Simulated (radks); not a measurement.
**Mo⁺ in [Kr] 4d5: an all-electron calculation**

What are the levels of the molybdenum ion Mo+, how large are its shells, and how does its energy divide?

Program: radks (a radial shooting solver on a logarithmic mesh, Libxc functionals) version 1. Level of theory: Dirac Kohn-Sham, LDA (Slater exchange, VWN5 correlation), spin-unpolarised, spherical densities, point nucleus; open shells fill j = l - 1/2 first. These are calculated values, not measurements, unless marked.

### Step 1. What is computed

| Item | Value |
| --- | --- |
| element | molybdenum (Z = 42) |
| charge | +1 |
| electrons | 41 |
| configuration | [Kr] 4d5 |

### Step 2. Self-consistent calculation

Settings of this run:

```text
Z 42
configuration [Kr] 4d5 5s0 5p0 4f0 5d0
relativity Dirac
functional lda,vwn5
spin unpolarised
j_filling energy
nucleus point
c 137.035999084
```

Started as:

```
$ python run_ks.py task.json out
```

The same process makes all the runs of this session.

**Question.** What will this run give?

**Answer**, as computed:

| quantity | value |
| --- | --- |
| total energy | -4044.76999 hartree |
| exchange-correlation share of it | 2.95 % |
| −T/E | 1.0366 |
| highest occupied level | 4d5/2, -10.505 eV |
| most extended occupied level | 4d5/2, <r> = 1.91 bohr |
| radius at density 0.001 e/bohr³ | 4.00 bohr |
| maxima of the radial density | 4 |
| ionisation energy, NIST | 16.2 (semi-emp.) eV |

4 principal shells are occupied and 4 maxima appear in the radial density. −T/E is 1.037: with relativity the kinetic term as defined here no longer equals −E. The top level binds by 10.505 eV, 65 % of the NIST ionisation energy of 16.2 eV; the potential of a semilocal functional falls off too fast, so its top eigenvalue is too shallow. Spin polarisation and multiplet splitting are left out.
